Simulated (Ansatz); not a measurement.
SiNi2:

```
Ni Si
1.0
     4.99000    0.00000    0.00000
     0.00000    3.72000    0.00000
     0.00000    0.00000    7.03000
Ni Si
8 4
Direct
  0.32500 0.75000 0.93700
  0.67500 0.25000 0.06300
  0.17500 0.25000 0.43700
  0.82500 0.75000 0.56300
  0.45800 0.75000 0.29700
  0.54200 0.25000 0.70300
  0.04200 0.25000 0.79700
  0.95800 0.75000 0.20300
  0.78600 0.75000 0.88600
  0.21400 0.25000 0.11400
  0.71400 0.25000 0.38600
  0.28600 0.75000 0.61400
```

Base run:

```yaml
Program: Ansatz 0.2.0
Functional: BLYP
Potentials_or_basis: Ansatz PAW
Cutoff: "420 eV (not typed: the program's choice for these potentials)"
k_mesh: 6 × 7 × 4
Occupations: fermi-dirac, width 0.05 eV
Spin: collinear spin, ferromagnetic start
Starting_moments: "[1.0, 1.0, 1.0, 1.0, 1.0, 1.0, 1.0, 1.0, 0.0, 0.0, 0.0, 0.0] μB"
```

Its results: band gap on the k mesh none (metal or under the smearing width); pressure 12.6 GPa; net moment 0.00 μB per cell; largest force 0.369 eV/Å.

**Question.** The run is repeated on the same cell with these changes: functional from BLYP to PBE; occupations from fermi-dirac, width 0.05 eV to gaussian, width 0.015 eV. What comes out?

**Answer.** Band gap on the k mesh none (metal or under the smearing width); pressure 3.4 GPa; net moment 0.10 μB per cell; largest force 0.355 eV/Å.

Caveats: the starting moments weren't kept; the PAW data sets come from PBE, with cores solved anew for the run's functional, which leaves a small shift of forces and pressure (some runs).
